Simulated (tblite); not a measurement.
# C3H3Br2ClSi: the cost of one run

Computed with tblite 0.8.0 and PySCF 2.14.0, with density-fitted response routines of our own, on a single molecule in the gas phase. Atoms count from 0, in the outputs and in this text.

## 1. The molecule as given

10 atoms, charge 0, multiplicity 1; geometry from: force field or distance geometry start.

Bonds of the start (Å): C0–C1 1.22, C1–Si2 1.86, Si2–Cl3 2.08, Si2–Br4 2.23, Si2–C5 1.84, C5–Br6 1.95, C0–H7 1.06, C5–H8 1.09, C5–H9 1.09.

## 2. Optimising the geometry with GFN2-xTB

The job: settings as JSON, then the geometry in Å.

```
{"job": {"kind": "relax", "xc": "GFN2-xTB", "basis": "xTB"}, "charge": 0, "multiplicity": 1}
C      2.690900    -0.237900    -0.142900
C      1.539000     0.142100    -0.062800
Si    -0.221800     0.718000     0.092900
Cl    -0.504700     2.221800    -1.309500
Br    -0.514000     1.623100     2.106600
C     -1.492300    -0.580000    -0.214400
Br    -1.255500    -2.095900     0.986500
H      3.700800    -0.557700    -0.213000
H     -1.419000    -0.999700    -1.219700
H     -2.514400    -0.229100    -0.046300
```

Run with:

```bash
$ OMP_NUM_THREADS=1 python probes_run.py task.json out
```

This one command runs all jobs of the session in turn.

Q: Estimate the wall time and peak memory of this first job on 1 thread of Arm Neoverse N1, shared host.

About 1.1 s, with a peak of 0.18 GiB.
